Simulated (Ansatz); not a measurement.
# GeI3Cl: small, medium and large basis sets

The task here is to estimate one member of a computed series from the others.

Method: one geometry, several basis sets; program: Ansatz 0.2.0, Gaussian basis.

Plan: PBE0-D4/def2-SVP; ωB97M-V/def2-SVP; PBE0-D4/def2-QZVPP; ωB97M-V/def2-QZVPP; the functionals' def2-TZVPP values are taken from earlier runs.

## The relaxed structure

All runs share one geometry, relaxed beforehand with PBE0-D4 in a triple-zeta def2 set. I takes the def2 core potential; no spin-orbit term is included.

SMILES `[Cl][Ge]([I])([I])[I]`, 5 atoms, charge 0, spin multiplicity 1.

Atoms are counted from 1 here; the program's logs count them from 0.

Bond lengths: Cl1–Ge2 2.139 Å, Ge2–I3 2.495 Å, Ge2–I4 2.495 Å, Ge2–I5 2.495 Å. Angles: Cl1–Ge2–I3 108.4°, Cl1–Ge2–I4 108.4°, Cl1–Ge2–I5 108.3°, I3–Ge2–I4 110.6°, I3–Ge2–I5 110.6°, I4–Ge2–I5 110.6°.

Coordinates:

```xyz
5

Cl   -0.8361   -0.1132    2.0014
Ge   -0.0068   -0.0166    0.0317
I     1.9749   -1.5292   -0.0613
I    -1.7505   -0.7566   -1.5918
I     0.6685    2.3420   -0.4213
```

Set-up of the first run:

in.yaml reads:

```yaml
crystal:
  periodic: [false, false, false]
  atoms:
    - {symbol: Cl, position_ang: [-0.836131, -0.113178, 2.001366]}
    - {symbol: Ge, position_ang: [-0.006816, -0.016590, 0.031712]}
    - {symbol: I, position_ang: [1.974864, -1.529238, -0.061294]}
    - {symbol: I, position_ang: [-1.750511, -0.756554, -1.591828]}
    - {symbol: I, position_ang: [0.668493, 2.341960, -0.421256]}
basis:
  gaussian: {orbitals: def2-SVP}
hamiltonian: {xc: pbe0, dispersion: d4}
output: {orbitals: {seedname: orbitals}}
```

Started as:

```bash
ansatz run in.yaml --threads 4 --pin off --events-out ev --progress --plain --max-ram 11315MiB
```

Among the steps run: PBE0-D4 in def2-SVP; ωB97M-V in def2-SVP; PBE0-D4 in def2-QZVPP; ωB97M-V in def2-QZVPP.

One table of the session follows, with a row left open; its other results are not shown here.

It belongs to the step «Functionals by basis». 

| functional | basis | HOMO (eV) | LUMO (eV) |
| --- | --- | --- | --- |
| PBE0-D4 | def2-SVP | -7.81 | -3.18 |
| PBE0-D4 | def2-TZVPP | -7.86 | -3.19 |
| PBE0-D4 | def2-QZVPP | -7.88 | -3.21 |
| ωB97M-V | def2-SVP | -9.88 | -1.31 |
| ωB97M-V | def2-TZVPP | -9.96 | -1.39 |
| ωB97M-V | def2-QZVPP | ? | ? |

Q: Estimate the row for ωB97M-V, def2-QZVPP from the others.

The run gave: HOMO (eV): -9.98; LUMO (eV): -1.42. In the column «HOMO (eV)» it is the lowest.
